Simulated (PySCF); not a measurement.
# C8H15F: the cost of one run

Computed with PySCF 2.14.0 and routines of our own; the level stands in each step. Atoms count from 0.

## 1. The starting structure

24 atoms, charge 0, multiplicity 1; geometry from: GFN2-xTB.

## 2. Vibronic structure: TDDFT B3LYP/def2-SV(P)

Job settings and geometry (Å):

```
{"job": {"kind": "vib", "xc": "B3LYP", "basis": "def2-SV(P)", "tda": false}, "charge": 0, "multiplicity": 1}
C      2.812484    -0.065668     0.895622
C      2.682289    -0.106746    -0.621602
C      1.311574    -0.636659    -1.057392
C      0.218477     0.316796    -0.693433
C     -0.826411     0.073440     0.089199
C     -1.091352    -1.231919     0.782580
C     -1.875717     1.138699     0.297705
C     -3.192719     0.787548    -0.385496
F     -2.116850     1.302705     1.657053
H      2.021768     0.544355     1.326542
H      3.772638     0.354249     1.186600
H      2.737967    -1.068204     1.312098
H      3.462919    -0.747124    -1.038125
H      2.824700     0.897785    -1.026149
H      1.312465    -0.759029    -2.144800
H      1.140013    -1.615576    -0.611256
H      0.323028     1.300573    -1.135780
H     -1.542942    -1.948157     0.095761
H     -0.170040    -1.661733     1.166413
H     -1.769714    -1.078879     1.618151
H     -1.513262     2.113870    -0.051695
H     -3.029545     0.698217    -1.455707
H     -3.928484     1.565715    -0.197011
H     -3.575018    -0.154492    -0.001722
```

Method: TDDFT B3LYP/def2-SV(P) vertical-gradient vibronic structure (displaced harmonic oscillators, Condon), gas phase.

Started as:

```
> OMP_NUM_THREADS=1 python excited_run.py task.json out
```

The driver reads the jobs from task.json and runs them one after another.

**Question.** How long does this first job take on 1 thread of Intel Xeon Platinum 8488C, shared host, and how much memory does it need?

About 69 s, with a peak of 1.1 GiB.
